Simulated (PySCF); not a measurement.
# B2FH4N: electronic excitations at several levels of theory, part 2 of 2

PySCF 2.14.0. Atoms count from 0. The steps go on from the part before.

## (9) Excited states and response: PBE0/def2-TZVPD

What the job is given:

```
{"job": {"kind": "uv", "xc": "PBE0", "basis": "def2-TZVPD"}, "charge": 0, "multiplicity": 1}
B      1.185760     0.163855    -0.234063
N      0.036456    -0.643831    -0.393962
B     -1.252836    -0.366037     0.140721
F     -2.231757    -1.239200    -0.070171
H      2.233000    -0.190582    -0.721085
H      1.094323     1.193063     0.389712
H      0.127890    -1.510476    -0.918586
H     -1.476004     0.633638     0.774538
```

With the program's defaults for keys left out, this is: TDDFT PBE0/def2-TZVPD, vertical, gas phase, core orbitals frozen in the response.

Standard output:

```text
coarse grid: 6800 points
cycle   1  E = -206.6243010058  dE =  2.191e-01  |g| = 5.143e-01  |ddm| = 2.055e+00
cycle   2  E = -206.5873689024  dE =  3.693e-02  |g| = 7.365e-01  |ddm| = 1.236e+00
cycle   3  E = -206.6705302206  dE = -8.316e-02  |g| = 4.912e-02  |ddm| = 7.060e-01
cycle   4  E = -206.6709348010  dE = -4.046e-04  |g| = 2.529e-02  |ddm| = 6.123e-02
cycle   5  E = -206.6710507073  dE = -1.159e-04  |g| = 8.819e-03  |ddm| = 1.932e-02
cycle   6  E = -206.6710671594  dE = -1.645e-05  |g| = 1.210e-03  |ddm| = 5.814e-03
cycle   7  E = -206.6710674996  dE = -3.402e-07  |g| = 3.013e-04  |ddm| = 1.497e-03
final grid: 66504 points
cycle   8  E = -206.6676673979  dE = -7.445e-05  |g| = 6.303e-03  |ddm| = 1.268e-01
cycle   9  E = -206.6676614647  dE =  5.933e-06  |g| = 8.299e-03  |ddm| = 1.142e-02
cycle  10  E = -206.6676748768  dE = -1.341e-05  |g| = 6.896e-04  |ddm| = 5.319e-03
cycle  11  E = -206.6676749738  dE = -9.699e-08  |g| = 2.503e-04  |ddm| = 7.337e-04
cycle  12  E = -206.6676749831  dE = -9.289e-09  |g| = 8.632e-05  |ddm| = 2.286e-04
cycle  13  E = -206.6676749843  dE = -1.249e-09  |g| = 1.523e-05  |ddm| = 6.724e-05
cycle  14  E = -206.6676749844  dE = -4.877e-11  |g| = 3.514e-06  |ddm| = 1.916e-05
converged SCF energy = -206.6676749844

Static polarisability (au): isotropic 38.564, principal 28.935 38.476 48.280

Singlet excitations
state   eV       nm        f      main configurations
  1   6.4953    190.9   0.00052   H->L 0.98
  2   7.5495    164.2   0.09921   H-2->L 0.65, H-1->L 0.29
  3   7.5564    164.1   0.21502   H-1->L 0.67, H-2->L 0.28
  4   8.3825    147.9   0.00022   H->L+2 0.87
  5   8.5022    145.8   0.01088   H->L+1 0.94
  6   8.5866    144.4   0.00256   H-3->L 0.51, H-1->L+1 0.40
  7   8.6282    143.7   0.05717   H-1->L+1 0.52, H-3->L 0.38
  8   9.0581    136.9   0.01051   H-2->L+2 0.93
  9   9.1640    135.3   0.00285   H-1->L+2 0.75, H-2->L+1 0.09
 10   9.1948    134.8   0.09945   H->L+3 0.67, H->L+4 0.16, H-1->L+2 0.13

Triplet excitations (Tamm-Dancoff, eV): 5.8165 6.2198 6.9544 7.5566
```

It took 11 s on 1 thread of Arm Neoverse V2, shared host; peak memory 0.74 GiB.

Key values: HOMO -9.37 eV, LUMO -1.04 eV; lowest singlet 6.50 eV.

## (10) Ultraviolet spectrum: PBE0/6-31+G*

The job, as its differences from that of step 9:

```diff
@@ -1,2 +1,2 @@
-{"job": {"kind": "uv", "xc": "PBE0", "basis": "def2-TZVPD"}, "charge": 0, "multiplicity": 1}
+{"job": {"kind": "uv", "xc": "PBE0", "basis": "6-31+G*"}, "charge": 0, "multiplicity": 1}
 B      1.185760     0.163855    -0.234063
```

Level: TDDFT PBE0/6-31+G*, vertical, gas phase, core orbitals frozen in the response.

Standard output:

```text
coarse grid: 6800 points
cycle   1  E = -206.5609812110  dE =  2.248e-01  |g| = 4.571e-01  |ddm| = 2.397e+00
cycle   2  E = -206.5339343845  dE =  2.705e-02  |g| = 6.280e-01  |ddm| = 6.801e-01
cycle   3  E = -206.6011430898  dE = -6.721e-02  |g| = 4.387e-02  |ddm| = 3.728e-01
cycle   4  E = -206.6015076245  dE = -3.645e-04  |g| = 1.838e-02  |ddm| = 5.809e-02
cycle   5  E = -206.6015724114  dE = -6.479e-05  |g| = 7.600e-03  |ddm| = 1.862e-02
cycle   6  E = -206.6015848483  dE = -1.244e-05  |g| = 1.143e-03  |ddm| = 5.902e-03
cycle   7  E = -206.6015851949  dE = -3.467e-07  |g| = 2.326e-04  |ddm| = 1.336e-03
final grid: 66504 points
cycle   8  E = -206.5869320647  dE = -1.692e-05  |g| = 5.785e-03  |ddm| = 1.872e-02
cycle   9  E = -206.5869248811  dE =  7.184e-06  |g| = 8.293e-03  |ddm| = 1.017e-02
cycle  10  E = -206.5869400345  dE = -1.515e-05  |g| = 5.980e-04  |ddm| = 5.647e-03
cycle  11  E = -206.5869401168  dE = -8.234e-08  |g| = 1.632e-04  |ddm| = 5.640e-04
cycle  12  E = -206.5869401206  dE = -3.748e-09  |g| = 5.737e-05  |ddm| = 1.152e-04
cycle  13  E = -206.5869401212  dE = -6.103e-10  |g| = 1.016e-05  |ddm| = 4.759e-05
converged SCF energy = -206.5869401212

Static polarisability (au): isotropic 34.716, principal 22.994 35.432 45.721

Singlet excitations
state   eV       nm        f      main configurations
  1   6.5799    188.4   0.00030   H->L 0.98
  2   7.5844    163.5   0.31222   H-1->L 0.96
  3   7.6209    162.7   0.01623   H-2->L 0.92
  4   8.4350    147.0   0.00013   H->L+2 0.89
  5   8.5099    145.7   0.02344   H->L+1 0.52, H-1->L+1 0.43
  6   8.5249    145.4   0.02408   H-1->L+1 0.52, H->L+1 0.43
  7   8.6781    142.9   0.02415   H-3->L 0.91
  8   9.0719    136.7   0.00450   H-1->L+2 0.90
  9   9.1025    136.2   0.01310   H-2->L+2 0.90
 10   9.1772    135.1   0.10318   H->L+4 0.63, H->L+3 0.30

Triplet excitations (Tamm-Dancoff, eV): 5.9676 6.2327 7.0827 7.5924
```

Run time: 3.8 s. Hardware: 1 thread of Arm Neoverse V2, shared host; peak memory 0.42 GiB.

Key values: HOMO -9.40 eV, LUMO -1.01 eV; lowest singlet 6.58 eV.

## (11) Side by side: electronic excitations

Excitations and ground-state properties, with basis size and wall time:

```
              run  lowest singlet (eV)  brightest (eV)      f  gap (eV)  α (Å³)  μ (D)  functions   time
wB97X-D/def2-SVPD                 6.70            7.75  0.317     12.24    5.60   0.93        115   39 s
LC-wPBE/def2-SVPD                 6.70            7.88  0.327     13.57    5.52   0.93        115   54 s
      PBE0/6-31G*                 6.70            7.75  0.318      8.57    4.52   1.01         64  2.9 s
    PBE0/def2-SVP                 6.53            7.68  0.323      8.37    4.75   0.99         76  3.5 s
   PBE0/def2-TZVP                 6.52            7.58  0.293      8.35    5.39   0.93        148  8.4 s
 PBE0/aug-cc-pVDZ                 6.47            7.52  0.159      8.28    5.72   0.91        128  6.9 s
 PBE0/aug-cc-pVTZ                 6.49            7.54  0.265      8.31    5.74   0.90        276   21 s
  PBE0/def2-TZVPD                 6.50            7.56  0.215      8.33    5.71   0.91        187   11 s
     PBE0/6-31+G*                 6.58            7.58  0.312      8.39    5.14   0.93         80  3.8 s
```

## (12) What came out

The summary covers parts 1 to 2.

| quantity | value |
| --- | --- |
| lowest singlet (wB97X-D/def2-SVPD) | 6.70 eV (185 nm), f = 0.000 |
| brightest single state of those computed | state 2, 7.75 eV, f = 0.317 |
| lowest triplet | 6.15 eV |
| vertical ionisation energy (ΔSCF) | 12.12 eV |
| range of the lowest singlet | 6.47 to 6.70 eV |

In words: Single values in the summary come from the first run of each kind that ended normally (wB97X-D/def2-SVPD), which need not be the best level. The first singlet state (HOMO→LUMO 0.94) lies at 6.70 eV and is dark; of the 10 states computed, the strongest absorption comes from state 2 at 7.75 eV. The lowest triplet lies 0.55 eV below the lowest singlet (triplets in Tamm-Dancoff, singlets in full TDDFT). ΔSCF puts the ionisation energy at 12.12 eV, 0.77 eV above −ε(HOMO). The lowest singlet runs from 6.47 eV (PBE0/aug-cc-pVDZ) to 6.70 eV (LC-wPBE/def2-SVPD), while the orbital gap spans 8.28 to 13.57 eV. The lowest state need not be the same one in every run.
